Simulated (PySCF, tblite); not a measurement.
**C₄H₁₈Si₄: geometry, infrared bands, NMR shifts and electronic excitations**

Aim: predict the infrared bands, NMR shifts and electronic excitations of C₄H₁₈Si₄ (`CC(C)(C)[SiH2][SiH2][SiH2][SiH3]`).

Computed with tblite 0.8.0 and PySCF 2.14.0, with density-fitted response routines of our own, on a single molecule in the gas phase. Atoms are numbered from 0 throughout.

**1. The molecule as given**

26 atoms, charge 0, multiplicity 1; geometry from: force field or distance geometry start.

Bonds of the start (Å): C0–C1 1.50, C1–C2 1.52, C1–C3 1.52, C1–Si4 1.86, Si4–Si5 2.22, Si5–Si6 2.25, Si6–Si7 2.23, C0–H8 1.11, C0–H9 1.10, C0–H10 1.11, C2–H11 1.11, C2–H12 1.13, C2–H13 1.11, C3–H14 1.12, C3–H15 1.11, C3–H16 1.12, Si4–H17 1.46, Si4–H18 1.47, Si5–H19 1.45, Si5–H20 1.48, Si6–H21 1.45, Si6–H22 1.48, Si7–H23 1.46, Si7–H24 1.48, Si7–H25 1.47.

**2. Optimising the geometry with GFN2-xTB**

What the job is given:

```
{"job": {"kind": "relax", "xc": "GFN2-xTB", "basis": "xTB"}, "charge": 0, "multiplicity": 1}
C     -2.269200     0.431400    -1.468200
C     -1.796400     0.436800    -0.049100
C     -2.387100     1.560100     0.783200
C     -2.280400    -0.839300     0.610500
Si     0.045400     0.593700     0.131500
Si     1.197500    -0.729400    -1.223200
Si     2.871600    -1.556200     0.028500
Si     4.210000     0.042400     0.817300
H     -3.379800     0.376400    -1.537400
H     -1.862400     1.257200    -2.070900
H     -1.884800    -0.508200    -1.927300
H     -3.185500     2.105600     0.239300
H     -2.886900     1.149500     1.706300
H     -1.629700     2.318900     1.072800
H     -3.376300    -0.747200     0.837000
H     -2.133400    -1.657500    -0.120600
H     -1.734300    -1.037100     1.565400
H      0.464900     1.971000    -0.132800
H      0.378800     0.267100     1.530500
H      0.433500    -1.839700    -1.764500
H      1.718400     0.066900    -2.357300
H      3.581100    -2.527400    -0.785300
H      2.232800    -2.192000     1.205300
H      3.468900     1.223800     1.252900
H      5.210500     0.402300    -0.205500
H      4.971500    -0.546400     1.934600
```

On the command line:

```
OMP_NUM_THREADS=1 python probes_run.py task.json out
```

The driver reads the jobs from task.json and runs them one after another.

Standard output:

```text
step      E/eV     max force
  0    -669.16267    1.749
  1    -669.35903    0.674
  2    -669.44402    0.459
  3    -669.48858    0.490
  4    -669.57243    0.501
  5    -669.61518    0.418
  6    -669.65128    0.320
  7    -669.68344    0.391
  8    -669.71395    0.446
  9    -669.73822    0.357
 10    -669.75530    0.267
 11    -669.76661    0.270
 12    -669.77600    0.260
 13    -669.78398    0.180
 14    -669.79046    0.174
 15    -669.79653    0.177
 16    -669.80273    0.179
 17    -669.80878    0.185
 18    -669.81425    0.172
 19    -669.81941    0.160
 20    -669.82520    0.151
 21    -669.83207    0.207
 22    -669.83890    0.190
 23    -669.84412    0.154
 24    -669.84772    0.149
 25    -669.85066    0.146
 26    -669.85401    0.163
 27    -669.85839    0.197
 28    -669.86372    0.159
 29    -669.86942    0.169
 30    -669.87523    0.174
 31    -669.88154    0.288
 32    -669.88898    0.314
 33    -669.89685    0.225
 34    -669.90311    0.154
 35    -669.90768    0.151
 36    -669.91178    0.196
 37    -669.91481    0.232
 38    -669.92087    0.190
 39    -669.92728    0.169
 40    -669.93474    0.181
 41    -669.93826    0.172
 42    -669.94339    0.173
 43    -669.94775    0.151
 44    -669.95310    0.170
 45    -669.95875    0.170
 46    -669.96204    0.220
 47    -669.96923    0.190
 48    -669.97250    0.156
 49    -669.97763    0.106
 50    -669.97979    0.114
 51    -669.98316    0.113
 52    -669.98616    0.091
 53    -669.98810    0.084
 54    -669.99033    0.083
 55    -669.99238    0.075
 56    -669.99415    0.061
 57    -669.99548    0.075
 58    -669.99655    0.069
 59    -669.99763    0.062
 60    -669.99881    0.072
 61    -669.99999    0.067
 62    -670.00101    0.069
 63    -670.00186    0.070
 64    -670.00271    0.060
 65    -670.00353    0.066
 66    -670.00420    0.056
 67    -670.00474    0.052
 68    -670.00528    0.046
 69    -670.00585    0.070
 70    -670.00629    0.060
 71    -670.00653    0.030
 72    -670.00666    0.024
 73    -670.00678    0.027
 74    -670.00690    0.033
 75    -670.00702    0.026
 76    -670.00711    0.014
 77    -670.00716    0.012
 78    -670.00720    0.015
 79    -670.00723    0.013
 80    -670.00727    0.016
 81    -670.00732    0.018
 82    -670.00738    0.019
 83    -670.00744    0.019
 84    -670.00750    0.014
 85    -670.00754    0.012
 86    -670.00757    0.012
 87    -670.00759    0.011
 88    -670.00761    0.009
```

It took 1.1 s on 1 thread of Arm Neoverse V2, shared host; peak memory 0.18 GiB.

Step by step: (not every step is listed)

| step | energy from step 0 (eV) | largest force (eV/Å) |
| --- | --- | --- |
| 0 | 0.0000 | 1.7487 |
| 1 | -0.1964 | 0.6743 |
| 2 | -0.2813 | 0.4586 |
| 3 | -0.3259 | 0.4900 |
| 4 | -0.4098 | 0.5010 |
| 5 | -0.4525 | 0.4182 |
| 6 | -0.4886 | 0.3200 |
| 7 | -0.5208 | 0.3907 |
| 8 | -0.5513 | 0.4465 |
| 15 | -0.6339 | 0.1775 |
| 22 | -0.6762 | 0.1904 |
| 29 | -0.7067 | 0.1686 |
| 36 | -0.7491 | 0.1956 |
| 43 | -0.7851 | 0.1509 |
| 50 | -0.8171 | 0.1139 |
| 57 | -0.8328 | 0.0754 |
| 64 | -0.8400 | 0.0604 |
| 71 | -0.8439 | 0.0298 |
| 78 | -0.8445 | 0.0148 |
| 83 | -0.8448 | 0.0185 |
| 84 | -0.8448 | 0.0142 |
| 85 | -0.8449 | 0.0124 |
| 86 | -0.8449 | 0.0124 |
| 87 | -0.8449 | 0.0112 |
| 88 | -0.8449 | 0.0095 |

Distances of close pairs at the start and the end, largest changes first:

| bond | before (Å) | after (Å) | change (Å) |
| --- | --- | --- | --- |
| Si4–Si5 | 2.217 | 2.318 | +0.101 |
| Si6–Si7 | 2.229 | 2.311 | +0.082 |
| Si5–Si6 | 2.248 | 2.323 | +0.076 |
| C1–Si4 | 1.857 | 1.922 | +0.065 |
| C2–H12 | 1.127 | 1.088 | -0.039 |
| C3–H14 | 1.123 | 1.090 | -0.032 |
| C0–C1 | 1.496 | 1.528 | +0.032 |
| C3–H16 | 1.118 | 1.088 | -0.029 |

The final coordinates are the input of the step that follows.

**3. Infrared spectrum with GFN2-xTB**

What the job is given:

```
{"job": {"kind": "ir", "xc": "GFN2-xTB", "basis": "xTB"}, "charge": 0, "multiplicity": 1}
C     -2.308840     0.622065    -1.474308
C     -1.898237     0.505857    -0.007150
C     -2.615617     1.588749     0.798889
C     -2.319282    -0.864213     0.522141
Si     0.007441     0.706326     0.147124
Si     1.194077    -0.855677    -1.087363
Si     3.043481    -1.723100     0.019741
Si     4.457678    -0.097510     0.855928
H     -3.387406     0.505079    -1.583481
H     -2.032791     1.595315    -1.876080
H     -1.822866    -0.144316    -2.076356
H     -3.696942     1.471472     0.722090
H     -2.342374     1.532796     1.850628
H     -2.355934     2.580260     0.433534
H     -3.400528    -0.987143     0.452126
H     -1.852573    -1.664976    -0.048916
H     -2.034683    -0.979204     1.566418
H      0.322484     2.090351    -0.240340
H      0.327943     0.616088     1.582937
H      0.315628    -1.934540    -1.575048
H      1.652028    -0.232850    -2.341629
H      3.792211    -2.660284    -0.833523
H      2.582964    -2.590078     1.118187
H      3.681804     1.077701     1.267861
H      5.423700     0.370093    -0.140443
H      5.245587    -0.505648     2.019993
```

Standard output:

```text
mode    cm-1     km/mol
  1     -13.7      0.00
  2      11.5      0.00
  3      19.8      0.01
  4      43.1      0.10
  5      72.9      0.23
  6      90.6      0.58
  7     128.2      2.63
  8     207.1      0.09
  9     225.7      0.09
 10     234.2      1.98
 11     261.2      0.80
 12     263.3      0.27
 13     309.2     36.21
 14     339.0      8.24
 15     358.2      3.21
 16     370.1      3.83
 17     387.1      0.70
 18     392.0      4.56
 19     413.9     48.43
 20     438.4     20.43
 21     446.1      1.96
 22     464.3      7.16
 23     508.0     13.56
 24     546.5      1.77
 25     561.7     21.66
 26     581.5   1065.60
 27     592.1     17.51
 28     616.1     25.11
 29     645.5    237.89
 30     704.5    129.98
 31     786.6    394.18
 32     802.9    407.55
 33     818.7    135.99
 34     828.0    126.28
 35     837.3    189.46
 36     851.6    134.64
 37     888.6     19.33
 38     966.1      0.02
 39     972.8      0.70
 40     973.2      0.14
 41    1033.4      7.41
 42    1034.5      3.36
 43    1223.2      1.63
 44    1226.2      0.47
 45    1231.6     12.24
 46    1412.9      3.89
 47    1414.4      4.52
 48    1434.4      2.26
 49    1499.8      1.41
 50    1500.4      0.41
 51    1502.1      0.03
 52    1514.8      4.26
 53    1516.9      5.21
 54    1518.4      2.04
 55    2132.1    202.10
 56    2138.6     14.99
 57    2146.0    111.94
 58    2157.4    166.04
 59    2164.0    654.52
 60    2179.3    328.86
 61    2215.3    401.58
 62    2239.9    472.97
 63    2246.9    226.21
 64    2991.5      0.89
 65    2992.7      1.71
 66    2999.0    192.40
 67    3010.4      4.89
 68    3017.8     59.04
 69    3020.7      5.97
 70    3023.9     19.21
 71    3025.5     84.78
 72    3029.0     27.64
```

Run time: 1.7 s. Hardware: 1 thread of Arm Neoverse V2, shared host; peak memory 0.18 GiB.

The strongest bands and the atoms that carry them (share of the mass-weighted mode):

| cm⁻¹ | km/mol | atoms |
| --- | --- | --- |
| 582 | 1065.6 | H19 33 %, H22 16 %, H21 12 % |
| 646 | 237.9 | H22 30 %, H20 26 %, H21 13 % |
| 787 | 394.2 | H23 25 %, H25 25 %, H24 25 % |
| 803 | 407.6 | H18 43 %, H17 42 % |
| 2164 | 654.5 | H18 40 %, H20 32 %, H22 22 % |
| 2179 | 328.9 | H17 89 % |
| 2215 | 401.6 | H23 93 % |
| 2240 | 473.0 | H24 82 %, H25 13 % |

**4. Optimising the geometry at PBE0-D3(BJ)/def2-SVP**

What the job is given:

```
{"job": {"xc": "PBE0", "basis": "def2-SVP", "d3": "d3bj", "grid": 1, "shake": 0.01, "kind": "geom"}, "charge": 0, "multiplicity": 1}
C     -2.288430     0.596510    -1.470130
C     -1.903910     0.501330    -0.009310
C     -2.635820     1.586430     0.790240
C     -2.286050    -0.861960     0.518610
Si     0.004630     0.699650     0.136570
Si     1.190170    -0.850860    -1.089750
Si     3.053060    -1.725100     0.019980
Si     4.473140    -0.092060     0.850880
H     -3.389230     0.510480    -1.564130
H     -2.035490     1.592880    -1.866060
H     -1.831730    -0.147230    -2.067530
H     -3.691140     1.472390     0.728790
H     -2.370660     1.543010     1.841030
H     -2.372620     2.583020     0.440540
H     -3.404980    -0.997910     0.452390
H     -1.853100    -1.650920    -0.041440
H     -2.032740    -0.968090     1.564360
H      0.313230     2.096190    -0.234510
H      0.325790     0.608260     1.585230
H      0.290690    -1.927640    -1.570130
H      1.635640    -0.232240    -2.351270
H      3.799780    -2.680630    -0.842670
H      2.590060    -2.578510     1.096610
H      3.676820     1.080980     1.261770
H      5.439610     0.358180    -0.136900
H      5.235100    -0.491590     2.019780
```

Standard output:

```text
step   0  E = -1320.07096129  max force = 0.034967
step   1  E = -1320.08334185  max force = 0.007804
step   2  E = -1320.08381101  max force = 0.001818
step   3  E = -1320.08394331  max force = 0.000842
step   4  E = -1320.08403128  max force = 0.001476
step   5  E = -1320.08413913  max force = 0.001416
step   6  E = -1320.08417587  max force = 0.001545
step   7  E = -1320.08417791  max force = 0.001266
step   8  E = -1320.08431352  max force = 0.001633
step   9  E = -1320.08450207  max force = 0.001614
step  10  E = -1320.08465322  max force = 0.001420
step  11  E = -1320.08474568  max force = 0.000732
step  12  E = -1320.08482767  max force = 0.000575
step  13  E = -1320.08489292  max force = 0.001123
step  14  E = -1320.08494069  max force = 0.001172
step  15  E = -1320.08496624  max force = 0.000788
step  16  E = -1320.08498108  max force = 0.000225
optimisation converged
```

Run time: 8.7 min. Hardware: 1 thread of Arm Neoverse V2, shared host; peak memory 1.2 GiB.

Step by step:

| step | energy from step 0 (eV) | largest force component (eV/Å) |
| --- | --- | --- |
| 0 | 0.0000 | 1.7981 |
| 1 | -0.3369 | 0.4013 |
| 2 | -0.3497 | 0.0935 |
| 3 | -0.3533 | 0.0433 |
| 4 | -0.3557 | 0.0759 |
| 5 | -0.3586 | 0.0728 |
| 6 | -0.3596 | 0.0794 |
| 7 | -0.3596 | 0.0651 |
| 8 | -0.3633 | 0.0840 |
| 9 | -0.3685 | 0.0830 |
| 10 | -0.3726 | 0.0730 |
| 11 | -0.3751 | 0.0376 |
| 12 | -0.3773 | 0.0296 |
| 13 | -0.3791 | 0.0577 |
| 14 | -0.3804 | 0.0603 |
| 15 | -0.3811 | 0.0405 |
| 16 | -0.3815 | 0.0116 |

Distances of close pairs at the start and the end, largest changes first:

| bond | before (Å) | after (Å) | change (Å) |
| --- | --- | --- | --- |
| Si6–H22 | 1.450 | 1.498 | +0.049 |
| C0–H10 | 1.058 | 1.103 | +0.045 |
| Si4–Si5 | 2.305 | 2.349 | +0.044 |
| Si7–H25 | 1.451 | 1.496 | +0.044 |
| Si7–H24 | 1.453 | 1.496 | +0.042 |
| C3–H15 | 1.060 | 1.102 | +0.042 |
| C2–H11 | 1.063 | 1.105 | +0.042 |
| Si6–Si7 | 2.318 | 2.345 | +0.026 |

The end geometry stands in the next job.

| at the end point | value |
| --- | --- |
| point group (found at 0.08 Å tolerance) | C1 |
| rotational constants (GHz, main isotopes) | 1.802, 0.403, 0.369 |
| dipole moment (D) | 1.22 |

**5. Shielding tensors: PBE0/pcSseg-1**

What the job is given:

```
{"job": {"kind": "nmr", "xc": "PBE0", "basis": "pcSseg-1"}, "charge": 0, "multiplicity": 1}
C     -2.320806     1.094365    -1.482546
C     -2.201608     0.762877     0.006520
C     -2.857251     1.864296     0.844138
C     -2.867781    -0.583379     0.300940
Si    -0.352379     0.659799     0.482772
Si     0.855296    -0.864542    -0.835396
Si     2.890313    -1.294174     0.244676
Si     3.953994     0.753106     0.662290
H     -3.383189     1.177284    -1.772752
H     -1.834517     2.051323    -1.731515
H     -1.867848     0.313431    -2.115549
H     -3.933445     1.936968     0.604340
H     -2.774019     1.663276     1.924333
H     -2.407431     2.850822     0.649328
H     -3.942447    -0.540680     0.049857
H     -2.424499    -1.400670    -0.290605
H     -2.787617    -0.856569     1.365285
H      0.298793     2.001859     0.325600
H     -0.218294     0.257692     1.921497
H      0.093557    -2.139638    -1.037051
H      1.129686    -0.272610    -2.184553
H      3.775651    -2.188412    -0.567327
H      2.612165    -1.967901     1.553818
H      3.074739     1.588689     1.538069
H      4.177626     1.486408    -0.622056
H      5.270685     0.560226     1.344905
```

Level: GIAO PBE0/pcSseg-1 NMR shielding, non-relativistic, gas phase.

Standard output:

```text
coarse grid: 22000 points
cycle   1  E = -1320.3835234098  dE = -4.479e-02  |g| = 3.971e-01  |ddm| = 4.293e+00
cycle   2  E = -1320.3665197157  dE =  1.700e-02  |g| = 4.722e-01  |ddm| = 8.100e-01
cycle   3  E = -1320.4259071288  dE = -5.939e-02  |g| = 5.706e-02  |ddm| = 5.033e-01
cycle   4  E = -1320.4265632098  dE = -6.561e-04  |g| = 2.552e-02  |ddm| = 7.844e-02
cycle   5  E = -1320.4267156324  dE = -1.524e-04  |g| = 4.025e-03  |ddm| = 2.322e-02
cycle   6  E = -1320.4267188857  dE = -3.253e-06  |g| = 5.870e-04  |ddm| = 4.739e-03
final grid: 189232 points
cycle   7  E = -1320.4734552102  dE = -4.038e-05  |g| = 7.958e-03  |ddm| = 3.318e-02
cycle   8  E = -1320.4734447128  dE =  1.050e-05  |g| = 1.005e-02  |ddm| = 1.683e-02
cycle   9  E = -1320.4734713499  dE = -2.664e-05  |g| = 9.050e-04  |ddm| = 9.970e-03
cycle  10  E = -1320.4734715269  dE = -1.770e-07  |g| = 2.689e-04  |ddm| = 1.140e-03
cycle  11  E = -1320.4734715442  dE = -1.733e-08  |g| = 3.098e-05  |ddm| = 2.251e-04
cycle  12  E = -1320.4734715444  dE = -1.792e-10  |g| = 9.882e-06  |ddm| = 5.426e-05
converged SCF energy = -1320.4734715444

GIAO shielding tensors (ppm)
atom      isotropic    diamagn.    paramagn.     s11        s22        s33       span
  0 C      154.933     249.132     -94.200    139.579    142.802    182.417     42.838
  1 C      166.257     249.716     -83.459    162.026    166.908    169.838      7.812
  2 C      153.038     246.133     -93.095    135.427    139.565    184.123     48.696
  3 C      155.591     248.853     -93.262    140.823    142.251    183.699     42.876
  4 Si     393.951     884.442    -490.491    344.088    362.256    475.508    131.420
  5 Si     471.270     883.431    -412.161    464.295    470.363    479.153     14.859
  6 Si     466.891     881.783    -414.892    455.717    468.309    476.646     20.929
  7 Si     457.347     880.132    -422.785    451.437    456.245    464.360     12.923
  8 H       30.388      31.155      -0.767     26.590     27.665     36.908     10.317
  9 H       30.162      31.787      -1.626     26.295     27.945     36.246      9.951
 10 H       30.188      32.085      -1.897     25.156     30.004     35.403     10.247
 11 H       30.264      29.538       0.725     26.345     27.479     36.968     10.623
 12 H       30.015      29.874       0.141     25.786     27.953     36.305     10.519
 13 H       30.052      29.892       0.160     25.823     28.016     36.317     10.494
 14 H       30.419      31.198      -0.779     26.650     27.660     36.946     10.296
 15 H       30.027      32.207      -2.180     24.840     29.815     35.426     10.586
 16 H       30.229      31.745      -1.515     26.284     27.949     36.455     10.171
 17 H       27.313      33.541      -6.228     22.789     27.578     31.573      8.785
 18 H       27.489      33.348      -5.858     23.172     27.656     31.640      8.468
 19 H       27.683      31.264      -3.581     23.288     26.925     32.835      9.547
 20 H       27.880      31.581      -3.701     24.158     26.611     32.871      8.713
 21 H       27.635      29.243      -1.607     23.768     25.034     34.104     10.337
 22 H       27.815      30.173      -2.359     24.388     25.883     33.174      8.786
 23 H       27.733      29.734      -2.001     23.526     27.804     31.870      8.344
 24 H       27.759      29.104      -1.345     24.384     26.221     32.671      8.288
 25 H       27.577      27.795      -0.218     23.991     24.830     33.910      9.919
```

Run time: 65 s. Hardware: 1 thread of Arm Neoverse V2, shared host; peak memory 1.4 GiB.

The references, computed at this level on geometries of the same kind, shield at (ppm): 1H TMS 31.27, 13C TMS 184.4, 29Si TMS 352.0. Their shielding less the atom's gives the shift. The references are single molecules in the gas phase. Atoms listed in one row are averaged.

| atoms | environment | σ (ppm) | δ (ppm) | δ scaled to CDCl3 |
| --- | --- | --- | --- | --- |
| C0, C2, C3 | methyl carbon | 154.5 | 29.9 | 28.5 |
| C1 | fully substituted sp3 carbon bonded to Si | 166.3 | 18.2 | 17.1 |
| H17, H18 | hydrogen on a silicon bonded to C, Si | 27.40 | 3.87 | – |
| H23, H24, H25 | hydrogen on a silicon bonded to Si | 27.69 | 3.58 | – |
| H21, H22 | hydrogen on a silicon bonded to 2 Si | 27.73 | 3.54 | – |
| H19, H20 | hydrogen on a silicon bonded to 2 Si | 27.78 | 3.49 | – |
| H8, H9, H10, H11, H12 and 4 more | hydrogen on a methyl carbon | 30.19 | 1.07 | 1.23 |
| Si4 | silicon bonded to C, Si, 2 H | 394.0 | -42.0 | – |
| Si7 | silicon bonded to Si, 3 H | 457.3 | -105.4 | – |
| Si6 | silicon bonded to 2 Si, 2 H | 466.9 | -114.9 | – |
| Si5 | silicon bonded to 2 Si, 2 H | 471.3 | -119.3 | – |

The scaled column applies a straight-line fit of computed shieldings to shifts measured in CDCl3 (root-mean-square error 0.21 ppm for H, 2.0 ppm for C).

The run also stored atomic charges by several schemes (e):

| atoms | Mulliken | IAO | Hirshfeld | ESP fit |
| --- | --- | --- | --- | --- |
| C0, C2, C3 | -0.19 | -0.40 | -0.12 | -0.54 |
| C1 | -0.75 | -0.18 | -0.05 | 0.59 |
| Si4 | 0.35 | 0.44 | 0.23 | 0.08 |
| Si5 | -0.01 | 0.13 | 0.14 | 0.07 |
| Si6 | 0.00 | 0.15 | 0.14 | 0.14 |
| Si7 | 0.20 | 0.28 | 0.21 | 0.19 |

Mayer bond orders: C0–C1 1.00, C1–C2 1.01, C1–C3 1.01, C1–Si4 0.86, Si4–Si5 0.87, Si5–Si6 0.89, Si6–Si7 0.89.

(Part 1 of 2 ends here.)
